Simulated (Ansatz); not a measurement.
**C6H11ClO2: up Jacob's ladder to CCSD(T)**

How much do the methods differ for C6H11ClO2? The plan is to run it at one geometry with functionals of several rungs and with coupled cluster, and see how far each lands from CCSD(T) at the basis-set limit for the atomisation energy.

Program: Ansatz 0.2.0, Gaussian basis. Level of theory: functionals in def2-TZVPP, the program's frozen cores in correlated methods. These are calculated values, not measurements.

Plan: LDA (SPW92), PBE-D4, revPBE-D4, BLYP-D4, r2SCAN-D4, B97M-V, PBE0-D4, B3LYP-D4, r2SCANh-D4, r2SCAN0-D4, HSE06-D4, BHLYP-D4, CAM-B3LYP-D4, LC-ωPBE, ωB97X-V, ωB97M-V, B2PLYP, PBE-QIDH; CCSD(T)/def2-SVP; CCSD(T)/def2-TZVPP; MP2/def2-QZVPP; extrapolation to the limit; RPA on PBE.

### 1 Structure used throughout

All runs share one geometry, relaxed beforehand with PBE0-D4 in a triple-zeta def2 set.

SMILES `CCCOC(=O)CCCl`, 20 atoms, charge 0, spin multiplicity 1.

Atoms are counted from 1 here; the program's logs count them from 0.

Bond lengths: C1–C2 1.519 Å, C1–H10 1.093 Å, C1–H11 1.091 Å, C1–H12 1.093 Å, C2–C3 1.508 Å, C2–H13 1.094 Å, C2–H14 1.094 Å, C3–O4 1.433 Å, C3–H15 1.094 Å, C3–H16 1.094 Å, O4–C5 1.334 Å, C5–O6 1.203 Å, C5–C7 1.505 Å, C7–C8 1.509 Å, C7–H17 1.093 Å, C7–H18 1.093 Å, C8–Cl9 1.782 Å, C8–H19 1.088 Å and more. Angles: C2–C1–H10 111.4°, C2–C1–H11 111.0°, C2–C1–H12 111.4°, H10–C1–H11 107.7°, H10–C1–H12 107.6°, H11–C1–H12 107.7°, C1–C2–C3 111.4°, C1–C2–H13 110.3°, C1–C2–H14 110.3°, C3–C2–H13 109.0°, C3–C2–H14 109.0°, H13–C2–H14 106.7°, C2–C3–O4 108.1°, C2–C3–H15 111.7°, C2–C3–H16 111.7°, O4–C3–H15 109.0°, O4–C3–H16 109.0°, H15–C3–H16 107.4° and more.

### 2 LDA

This LDA is Slater exchange with PW92 correlation.

in.yaml

```yaml
crystal:
  periodic: [false, false, false]
  atoms:
    - {symbol: C, position_ang: [-2.832018, -1.673855, -1.566446]}
    - {symbol: C, position_ang: [-1.349238, -1.443174, -1.330752]}
    - {symbol: C, position_ang: [-1.116434, -0.339755, -0.330272]}
    - {symbol: O, position_ang: [0.297614, -0.182726, -0.162644]}
    - {symbol: C, position_ang: [0.681923, 0.760113, 0.698965]}
    - {symbol: O, position_ang: [-0.078212, 1.457298, 1.317576]}
    - {symbol: C, position_ang: [2.182288, 0.830793, 0.790425]}
    - {symbol: C, position_ang: [2.622879, 1.894864, 1.766090]}
    - {symbol: Cl, position_ang: [4.401441, 1.957202, 1.857411]}
    - {symbol: H, position_ang: [-3.318645, -0.773873, -1.951701]}
    - {symbol: H, position_ang: [-2.993372, -2.473356, -2.291385]}
    - {symbol: H, position_ang: [-3.342851, -1.956420, -0.642112]}
    - {symbol: H, position_ang: [-0.851438, -1.183489, -2.269797]}
    - {symbol: H, position_ang: [-0.875588, -2.359850, -0.966861]}
    - {symbol: H, position_ang: [-1.565596, -0.571556, 0.639600]}
    - {symbol: H, position_ang: [-1.541739, 0.609403, -0.668527]}
    - {symbol: H, position_ang: [2.584935, 1.023646, -0.207486]}
    - {symbol: H, position_ang: [2.561454, -0.151394, 1.084814]}
    - {symbol: H, position_ang: [2.253546, 1.694457, 2.769554]}
    - {symbol: H, position_ang: [2.279048, 2.881661, 1.463560]}
basis:
  gaussian: {orbitals: def2-TZVPP}
hamiltonian: {xc: lda}
output: {orbitals: {seedname: orbitals}}
```

Run with:

```sh
> ansatz run in.yaml --threads 4 --pin off --events-out ev --progress --plain --max-ram 66560MiB --backend cuda --devices 0, --max-vram 37GiB
```

Further steps of the session: PBE-D4 (GGA); revPBE-D4 (GGA); BLYP-D4 (GGA); r2SCAN-D4 (meta-GGA); B97M-V (meta-GGA); PBE0-D4 (hybrid); B3LYP-D4 (hybrid); r2SCANh-D4 (hybrid); r2SCAN0-D4 (hybrid); HSE06-D4 (hybrid); BHLYP-D4 (hybrid); CAM-B3LYP-D4 (range-separated); LC-ωPBE (range-separated); ωB97X-V (range-separated); ωB97M-V (range-separated); B2PLYP (double hybrid); PBE-QIDH (double hybrid); CCSD(T) in def2-SVP; CCSD(T) in def2-TZVPP; MP2 in def2-QZVPP; RPA on PBE orbitals.

**Question.** What will the summary of the whole plan be? Wanted: atomisation energy, CCSD(T)/CBS; farthest beyond LDA; mean size of error, GGA; mean size of error, meta-GGA; mean size of error, hybrid; mean size of error, range-separated; mean size of error, double hybrid; gap, smallest and largest; T1 diagnostic.

**Answer**, as computed:

| quantity | value |
| --- | --- |
| atomisation energy, CCSD(T)/CBS | 84.593 eV |
| functionals within 0.423 eV (0.5 %) | revPBE-D4, BLYP-D4, B97M-V, B3LYP-D4, r2SCANh-D4, CAM-B3LYP-D4, LC-ωPBE, ωB97X-V, ωB97M-V, PBE-QIDH |
| farthest beyond LDA | BHLYP-D4 (-2.688 eV) |
| mean size of error, GGA | 0.916 eV |
| mean size of error, meta-GGA | 0.328 eV |
| mean size of error, hybrid | 0.885 eV |
| mean size of error, range-separated | 0.296 eV |
| mean size of error, double hybrid | 0.430 eV |
| gap, smallest and largest | 5.45 eV (LDA (SPW92)), 13.56 eV (LC-ωPBE) |
| T1 diagnostic | 0.0122 |
| triples share of the correlation energy | 4.0 % |

**Reading.** LDA overbinds by 13.288 eV (16 %). PBE-D4 is off by +2.430 eV. Double hybrids carry the basis error of their MP2 part in triple zeta, and no dispersion term here, so their miss is partly the set-up's. The rungs range-separated, meta-GGA miss on average by less than the doubt on the reference (0.423 eV), so they tie. Misses under about 0.423 eV are within the doubt on the reference itself, which lacks core-valence correlation, relativity and higher excitations. Hartree-Fock recovers 73 % of the binding; the rest is correlation. CCSD(T) in def2-SVP is off by -3.494 eV, so the small basis spoils what the method gains. The gap grows from 5.5 to 13.6 eV across the functionals, mostly with the share of exact exchange.
